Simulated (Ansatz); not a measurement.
# BGeH (singlet): trial inputs and their diagnosis at distance B2–H3 = 1.900 Å

4 inputs are run for BGeH (singlet) as typed; the log has to tell whether the result can be used and what must change.

Computed with Ansatz 0.2.0, Gaussian basis. Level: the settings change from run to run.

28 further runs of the same task are left out: 2 for a mislabelled method, 1 for a known fault of the program, 22 that didn't finish, 3 set aside as unsound or not needed.

## Step 1: The system

The geometry derives from a PBE0/def2-TZVP stationary point (not a proven minimum). One bond is set to the value named and the two fragments are kept rigid. No spin-orbit coupling is included. The filled d shell of Ge may be among the frozen orbitals whatever the setting's name suggests; the logs give the count.

3 atoms, charge 0, spin multiplicity 1.

Atoms are counted from 1 here; the program's logs count them from 0.

Bond lengths: Ge1–B2 1.963 Å.

## Step 2: Try 1

File in.yaml:

```yaml
crystal:
  periodic: [false, false, false]
  atoms:
    - {symbol: Ge, position_ang: [0.000000, 0.000000, 1.941873]}
    - {symbol: B, position_ang: [0.000000, 0.000000, -0.020937]}
    - {symbol: H, position_ang: [0.000000, 0.000000, -1.920937]}
basis:
  gaussian: {orbitals: aug-cc-pVDZ}
hamiltonian: {xc: pbe0}
correlation: {method: sc_nevpt2, electrons: all, active_space: {window: {electrons: 2, orbitals: 2}}}
```

Command:

```sh
> ansatz run in.yaml --threads 1 --pin off --events-out ev --progress --plain --max-ram 2393MiB
```

Output:

```text
Error: invalid value for `correlation.active_space`: it starts from restricted Hartree–Fock orbitals; set hamiltonian.xc: hf without magnetization.spin_polarized
```

Wall time 0.03 s (1 thread of Arm Neoverse V2, shared host).

Diagnosis: The run was refused. An active space is asked on a functional's orbitals. To mend it, start from Hartree-Fock.

## Step 3: Try 2

File in.yaml:

```yaml
crystal:
  periodic: [false, false, false]
  atoms:
    - {symbol: Ge, position_ang: [0.000000, 0.000000, 1.941873]}
    - {symbol: B, position_ang: [0.000000, 0.000000, -0.020937]}
    - {symbol: H, position_ang: [0.000000, 0.000000, -1.920937]}
basis:
  gaussian: {orbitals: STO-3G}
magnetization: {spin_polarized: false}
correlation: {method: ccsd_t, frozen_orbitals: {Ge: 9}}
```

The command is unchanged.

Output:

```text
Functional definition: HF
  name "HF"
  cite "Fock, Z. Phys. 61, 126 (1930) doi:10.1007/BF01340294"
  parent pbe
  exchange = exact_x
  correlation = 0
Error: "frozen_orbitals" has no count for B
```

It took 0.03 s on 1 thread of Arm Neoverse V2, shared host.

What is wrong: The run was refused. The frozen-orbital counts are incomplete or too large. To mend it, leave frozen_orbitals out, or give each element a count that its core has.

## Step 4: Try 3

File in.yaml:

```yaml
crystal:
  periodic: [false, false, false]
  atoms:
    - {symbol: Ge, position_ang: [0.000000, 0.300000, -0.020937]}
    - {symbol: B, position_ang: [0.000000, 0.000000, -0.020937]}
    - {symbol: H, position_ang: [0.000000, 0.000000, -1.920937]}
basis:
  gaussian: {orbitals: "6-31G*"}
magnetization: {spin_polarized: false}
hamiltonian: {xc: hf}
accuracy: high
scf: {lower_state_search: light}
output: {forces: true, orbitals: {seedname: orbitals}}
```

Launched as before.

Output:

```text
Functional definition: HF
  name "HF"
  cite "Fock, Z. Phys. 61, 126 (1930) doi:10.1007/BF01340294"
  parent pbe
  exchange = exact_x
  correlation = 0
824 factors; integrals over basis functions are off by at most 3.5e-9 eV
mean field evaluation 1: about -55696.5090 eV, gradient 1.1e2 eV
mean field evaluation 2: about -55697.4963 eV, gradient 1.1e2 eV
mean field evaluation 4: about -55703.3006 eV, gradient 6.2e0 eV
mean field evaluation 8: about -55703.3353 eV, gradient 1.2e-1 eV
mean field -55703.33540907 eV, -2047.0598192066 hartree, gradient 2.5e-8 eV, S^2 0.000000; 0 other end points of the search recorded, 0 dependent functions left out
the calculation of the forces begins
reference -55703.33540907 eV, -2047.0598192066 hartree; 19, 19 occupied and 33, 33 virtual orbitals, 824 factors
Total energy: -55703.33540907 eV, -2047.0598192066 hartree
Atom 0 at     0.000000     0.300000    -0.020937 Å, force    -0.000000 10356.216865     8.764884 eV/Å
Atom 1 at     0.000000     0.000000    -0.020937 Å, force     0.000000 -10354.832936    -7.086893 eV/Å
Atom 2 at     0.000000     0.000000    -1.920937 Å, force    -0.000000    -1.383929    -1.677991 eV/Å
Dipole moment:     0.000000     0.300203     0.889889 e Å
```

It took 1.4 s on 1 thread of Arm Neoverse V2, shared host.

Diagnosis: The run converged, which proves nothing about the input. One atom lies on top of another. The shortest distance is 0.30 Å, against 1.90 Å in the geometry of step 1. Its energy belongs to another geometry. To mend it, restore its position.

## Step 5: Try 4

File in.yaml:

```yaml
crystal:
  periodic: [false, false, false]
  atoms:
    - {symbol: Ge, position_ang: [0.000000, 0.000000, 1.941873]}
    - {symbol: B, position_ang: [0.000000, 0.000000, -0.020937]}
    - {symbol: H, position_ang: [0.000000, 0.000000, -1.920937]}
basis:
  gaussian: {orbitals: STO-3G}
correlation: {active_space: {ras: {orbitals: [19, 0, 5], electrons: 35, max_holes: 2, max_particles: 2}, fixed_orbitals: true}}
```

Same command.

Output:

```text
Functional definition: HF
  name "HF"
  cite "Fock, Z. Phys. 61, 126 (1930) doi:10.1007/BF01340294"
  parent pbe
  exchange = exact_x
  correlation = 0
247 factors; integrals over basis functions are off by at most 3.7e-5 eV
mean field evaluation 1: about -56498.3577 eV, gradient 1.5e1 eV
mean field evaluation 2: about -56498.3609 eV, gradient 1.5e1 eV
mean field evaluation 4: about -56500.0107 eV, gradient 2.5e0 eV
mean field evaluation 8: about -56500.1011 eV, gradient 7.2e-2 eV
mean field evaluation 16: about -56500.1011 eV, gradient 6.3e-3 eV
mean field evaluation 32: about -56500.1011 eV, gradient 3.1e-4 eV
mean field -56500.10112004 eV, -2076.3404190173 hartree, gradient 3.1e-6 eV, S^2 0.000000; 4 other end points of the search recorded, 0 dependent functions left out
reference -56500.10112004 eV, -2076.3404190173 hartree; 19, 19 occupied and 5, 5 virtual orbitals, 247 factors
Error: 35 electrons in 24 orbitals form no window around the highest filled level of the reference
```

Run time: 0.15 s. Hardware: 1 thread of Arm Neoverse V2, shared host.

Diagnosis: The run stopped with an error. The electron count of the restricted space is wrong. Fix: count the correlated electrons again.

## Step 6: Summary

```
try                    level                ended                                                  cause    time
  1  NEVPT2(2,2)/aug-cc-pVDZ              refused    an active space is asked on a functional's orbitals  0.03 s
  2    CCSD(T) on RHF/STO-3G              refused  the frozen-orbital counts are incomplete or too large  0.03 s
  3                HF/6-31G*            converged                        one atom lies on top of another   1.4 s
  4              CISD/STO-3G  stopped by an error    the electron count of the restricted space is wrong  0.15 s
```

2 refused, 1 converged, 1 stopped by an error. The input that converges on a wrong geometry or spin is the dangerous one: no error points at it, so geometry and ⟨S²⟩ have to be checked.
